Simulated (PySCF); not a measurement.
# B2H6NP: the cost of one run

Computed with PySCF 2.14.0, with density-fitted response routines of our own, on a single molecule in the gas phase. Atoms count from 0, in the outputs and in this text.

## Step 1: The starting structure

10 atoms, charge 0, multiplicity 1; geometry from: GFN2-xTB. The atoms were then displaced at random by about 0.01 Å, so the start is not that level's minimum.

Bonds of the start (Å): B0–N1 1.43, N1–B2 1.42, B2–P3 1.86, B0–H4 1.16, B0–H5 1.16, N1–H6 1.02, B2–H7 1.16, P3–H8 1.39, P3–H9 1.39.

## Step 2: Optimising the geometry at PBE0-D3(BJ)/def2-SVP

The job: settings as JSON, then the geometry in Å.

```
{"job": {"xc": "PBE0", "basis": "def2-SVP", "d3": "d3bj", "grid": 1, "shake": 0.01, "kind": "geom"}, "charge": 0, "multiplicity": 1}
B      1.969830     0.091700    -0.348600
N      0.662930     0.112120     0.231810
B     -0.539070    -0.460210    -0.275470
P     -2.082340    -0.382690     0.751880
H      2.829940     0.640340     0.193460
H      2.090800    -0.402920    -1.388290
H      0.600760     0.587440     1.127400
H     -0.472350    -1.052280    -1.275660
H     -2.016650     0.928130     1.220150
H     -2.993420    -0.082560    -0.257740
```

The run is started by

```sh
OMP_NUM_THREADS=1 python probes_run.py task.json out
```

One launch serves the whole session: the jobs run in the order shown.

Q: Estimate the wall time and peak memory of this first job on 1 thread of Arm Neoverse V2, shared host.

About 15 s, with a peak of 0.38 GiB.
